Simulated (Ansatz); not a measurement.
**A series on the Fe3Al structure: Ba3Na, KBa3, CsBa3: table of relaxed lattice constants and trends**

A script is to give a table of relaxed lattice constants and trends; the system is a series on the Fe3Al structure: Ba3Na, KBa3, CsBa3.

Program: Ansatz 0.2.0 through its Python package. Level of theory: DFT r2SCAN, plane waves, PAW. These are calculated values, not measurements.

## 1. The structure

Ba3Na Fm-3m: The structure is cubic, space group Fm-3m (No. 225). Conventional cell: a = 8.670 Å, b = 8.670 Å, c = 8.670 Å, α = 90.00°, β = 90.00°, γ = 90.00°. Na (site symmetry m-3m) has 8 Ba at 3.75 Å as nearest neighbours. Ba (site symmetry m-3m) is surrounded by 8 Ba at 3.75 Å. Ba (site symmetry -43m) is surrounded by 4 Na at 3.75 Å and 4 Ba at 3.75 Å.

KBa3 Fm-3m: It takes space group Fm-3m (No. 225, cubic). The conventional cell has a = 9.510 Å, b = 9.510 Å, c = 9.510 Å, α = 90.00°, β = 90.00°, γ = 90.00°. K (site symmetry m-3m) is surrounded by 8 Ba at 4.12 Å. Ba (site symmetry m-3m) is surrounded by 8 Ba at 4.12 Å. Ba (site symmetry -43m) has 4 K at 4.12 Å and 4 Ba at 4.12 Å as nearest neighbours.

CsBa3 Fm-3m: The structure is cubic, space group Fm-3m (No. 225). The conventional cell has a = 10.440 Å, b = 10.440 Å, c = 10.440 Å, α = 90.00°, β = 90.00°, γ = 90.00°.

No structure file is read: the coordinates are typed or built in the script.

## 2. The script

series_ba3na.py

```python
from dataclasses import dataclass
import warnings

import ansatz as az
import numpy as np
import pandas as pd


@dataclass(frozen=True)
class Options:
    xc: str = "r2scan"
    cutoff: int = 550
    k_spacing: float = 0.27
    occupations: str = "fermi_dirac"
    smearing_width: float = 0.1


settings = Options()


def fe3al(a_site, b_site, a):
    return (
        az.Lattice.fcc(a)
        .space_group(225)
        .atom(a_site, (0, 0, 0))
        .atom(b_site, (0.5, 0.5, 0.5))
        .atom(b_site, (0.25, 0.25, 0.25))
        .primitive()
    )


def run_phase(name, crystal, relax=True):
    calc = (
        crystal.calculation()
        .functional(settings.xc)
        .basis(settings.cutoff)
        .kpoints(spacing=settings.k_spacing)
        .occupations(settings.occupations, width=settings.smearing_width)
        .stress()
        .band_table()
    )
    if relax:
        calc = calc.relax(force_tolerance=0.03, cell=True)
    return calc.run(threads=1, pin="off")

def bulk_modulus(name, outcome, step=0.015):
    # B = -V dP/dV from the pressures of two uniformly scaled cells, atoms held at their fractions
    pressure = []
    for factor in (1 - step, 1.0, 1 + step):
        cell = az.Crystal(lattice=az.Lattice.of(outcome.lattice.cell_ang * factor ** (1 / 3)))
        for site in outcome.report["lattice"]["sites"]:
            cell = cell.atom(site["symbol"], site["position_frac"])
        pressure.append(np.trace(run_phase(name, cell, relax=False).report["stress_gpa"]) / 3)
    slope, bend = (pressure[0] - pressure[2]) / (2 * step), abs(pressure[0] + pressure[2] - 2 * pressure[1])
    # a jump of mesh or basis between the cells shows as a kink: no modulus then
    return float(slope) if bend < 12 * step**2 * abs(slope) + 0.15 and abs(pressure[1]) < 1.5 else float("nan")


def volume_per_atom(outcome):
    return abs(np.linalg.det(outcome.lattice.cell_ang)) / len(outcome.lattice.sites)


def main() -> None:
    warnings.simplefilter("ignore", az.DeckWarning)

    phases = {}
    phases["Ba3Na"] = fe3al("Na", "Ba", 8.67)
    phases["KBa3"] = fe3al("K", "Ba", 9.51)
    phases["CsBa3"] = fe3al("Cs", "Ba", 10.44)

    done = {}
    for name, crystal in phases.items():
        done[name] = run_phase(name, crystal)
        print(f"{name}: {done[name].report['energy_sigma0_ev']:.4f} eV, {len(done[name].lattice.sites)} atoms")

    rows = [(name, (4 * len(o.lattice.sites) * volume_per_atom(o)) ** (1 / 3), volume_per_atom(o), bulk_modulus(name, o)) for name, o in done.items()]
    print(pd.DataFrame(rows, columns=["compound", "a (A)", "V (A^3/atom)", "B (GPa)"]).round(4).to_string(index=False))


if __name__ == "__main__":
    main()
```

## 3. The calls as engine input

The engine receives this input (first run):

```yaml
crystal:
  lattice:
    bravais: fcc
    a: 8.67
  space_group: 225
  atoms:
    - { symbol: Na, position: [0.0, 0.0, 0.0] }
    - { symbol: Ba, position: [0.5, 0.5, 0.5] }
    - { symbol: Ba, position: [0.25, 0.25, 0.25] }
  reduce_to_primitive: true
basis:
  ecutwfc: 550.0
kpoints:
  mp_grid:
    kspacing: 0.27
hamiltonian:
  xc: r2scan
scf:
  occupations:
    method: fermi_dirac
    width: 0.1
relax:
  f_tol: 0.03
  cell: {}
output:
  stress: true
  eigenvalues: true
```

## 4. Launch

On the command line:

```
$ python series_ba3na.py
```

What it wrote:

```text
Ba3Na: -19381.6446 eV, 4 atoms
KBa3: -19435.3592 eV, 4 atoms
CsBa3: -23578.6249 eV, 4 atoms
compound   a (A)  V (A^3/atom)  B (GPa)
   Ba3Na  9.8511       59.7502   6.9844
    KBa3 10.3050       68.3950   6.8517
   CsBa3 10.6130       74.7122   5.4321
```

It took 4.4 min on 1 thread of Arm Neoverse V2, shared host; peak memory 1.6 GiB.

## 5. The runs side by side

From the records of these 12 runs:

| run | kind of run | system | energy (eV/atom) | final volume (Å³/atom) | pressure (GPa) | SCF cycles in all | CPU time (s) |
| --- | --- | --- | --- | --- | --- | --- | --- |
| 1 | relaxation | Ba3Na (4 atoms) | -4845.4111 | 59.75 | 0.01 | 43 | 50 |
| 2 | relaxation | KBa3 (4 atoms) | -4858.8398 | 68.39 | 0.03 | 34 | 58 |
| 3 | relaxation | CsBa3 (4 atoms) | -5894.6562 | 74.71 | 0.00 | 24 | 49 |
| 4 | single point | Ba3Na (4 atoms) | -4845.4108 | 58.85 | 0.12 | 8 | 11 |
| 5 | single point | Ba3Na (4 atoms) | -4845.4111 | 59.75 | 0.01 | 8 | 11 |
| 6 | single point | Ba3Na (4 atoms) | -4845.4109 | 60.65 | -0.09 | 8 | 11 |
| 7 | single point | KBa3 (4 atoms) | -4858.8413 | 67.37 | 0.18 | 7 | 11 |
| 8 | single point | KBa3 (4 atoms) | -4858.8424 | 68.39 | 0.08 | 7 | 11 |
| 9 | single point | KBa3 (4 atoms) | -4858.8428 | 69.42 | -0.02 | 7 | 11 |
| 10 | single point | CsBa3 (4 atoms) | -5894.6559 | 73.59 | 0.09 | 7 | 14 |
| 11 | single point | CsBa3 (4 atoms) | -5894.6562 | 74.71 | 0.00 | 7 | 14 |
| 12 | single point | CsBa3 (4 atoms) | -5894.6560 | 75.83 | -0.08 | 7 | 13 |

Energies are extrapolated to zero smearing width, as in the script. Totals carry meaning only in balanced differences at one level of theory.

## 6. How the relaxation of run 1 went

Step by step:

```csv
step,E - E(step 1) (eV/cell),largest force component (eV/Å),pressure (GPa),volume (Å³)
1,0.0000,0.0000,3.74,162.93
2,-0.3417,0.0000,2.42,181.10
3,-0.6292,0.0000,1.13,207.50
4,-0.7335,0.0000,0.07,236.77
5,-0.7340,0.0000,0.00,239.00
6,-0.7363,0.0000,0.01,239.00
```

Step 1 is the start. Step 6 repeats the geometry before it on a plane-wave basis chosen anew for that cell, so its energy need not be comparable with the rows above.

Lengths and angles in the start's conventional setting:

|  | before | after | change |
| --- | --- | --- | --- |
| a (Å) | 8.670 | 9.851 | +13.6 % |
| b (Å) | 8.670 | 9.851 | +13.6 % |
| c (Å) | 8.670 | 9.851 | +13.6 % |
| volume (Å³/atom) | 40.73 | 59.75 | +46.7 % |
| shortest distance (Å) | 3.754 | 4.266 | +13.6 % |
| space group (0.01 Å) | Fm-3m | Fm-3m | same |

The run keeps the 48 symmetry operations of the start, so it could not have lowered the symmetry.

## 7. Path of the relaxation of run 3

The steps of the relaxation:

```
step  energy from step 1 (eV/cell)  largest force component (eV/Å)  pressure (GPa)  volume (Å³)
   1                        0.0000                          0.0000            0.28       284.47
   2                       -0.0044                          0.0000            0.22       287.26
   3                       -0.0124                          0.0000            0.00       298.85
   4                       -0.0125                          0.0000            0.00       298.85
```

Step 1 is the start. Step 4 repeats the geometry before it on a plane-wave basis chosen anew for that cell, so its energy need not be comparable with the rows above.

Lengths and angles in the start's conventional setting:

|  | before | after | change |
| --- | --- | --- | --- |
| a (Å) | 10.440 | 10.613 | +1.7 % |
| b (Å) | 10.440 | 10.613 | +1.7 % |
| c (Å) | 10.440 | 10.613 | +1.7 % |
| volume (Å³/atom) | 71.12 | 74.71 | +5.1 % |
| shortest distance (Å) | 4.521 | 4.596 | +1.7 % |
| space group (0.01 Å) | Fm-3m | Fm-3m | same |

The run keeps the 48 symmetry operations of the start, so it could not have lowered the symmetry.

## 8. Results

| quantity | value |
| --- | --- |
| runs compared | 12 |
| Ba3Na (run 1): relaxed volume, space group | 59.75 Å³/atom, Fm-3m |
| KBa3 (run 2): relaxed volume, space group | 68.39 Å³/atom, Fm-3m |
| CsBa3 (run 3): relaxed volume, space group | 74.71 Å³/atom, Fm-3m |

In words: From smallest to largest: Ba3Na (59.75 Å³), KBa3 (68.39 Å³) and CsBa3 (74.71 Å³). The largest is 25 % above the smallest. In run 1, the volume grew by 46.7 % over 4 moves, and the space group stayed Fm-3m. In run 3, over 2 moves the cell grew by 5.1 % in volume, and the space group stayed Fm-3m. Caveats:
- For the metals among these cells the mesh is coarse, so their volumes and pressures are rough.
- The bulk modulus is taken at fixed shape and positions, an upper value where these are free.
- Pressure is positive in compression.
- The cells are built on a prototype by substitution; a member may or may not take this structure in nature. Whether this is the phase that is stable at ambient conditions was not tested.
